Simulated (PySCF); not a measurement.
# FeI4 ([FeI4]-): the cost of one run

Computed with PySCF 2.14.0 and routines of our own; the level stands in each step. Atoms count from 0.

### 1 The system as given

5 atoms, charge -1, states of the metal's open shell are computed; geometry from: model geometry, bond lengths from ionic radii.

### 2 Ligand-field states: state-averaged CASSCF

What the job is given:

```
{"job": {"kind": "lf", "basis": {"metal": "x2c-TZVPall", "ligand": "x2c-SVPall"}, "nevpt": true}, "charge": -1, "metal": "Fe", "open_shell": "d5"}
Fe     0.000000     0.000000     0.000000
I      1.492450     1.492450     1.492451
I     -1.492450    -1.492450     1.492451
I     -1.492450     1.492450    -1.492451
I      1.492450    -1.492450    -1.492451
```

Level: state-averaged CASSCF of the metal d shell, SC-NEVPT2 on the averaged canonical orbitals, state-interaction spin-orbit coupling.

Run with:

```bash
OMP_NUM_THREADS=1 python lf_run.py task.json out
```

The driver reads the jobs from task.json and runs them one after another.

Q: Estimate the wall time and peak memory of this first job on 1 thread of Arm Neoverse V1, shared host.

About 55 s, with a peak of 0.63 GiB.
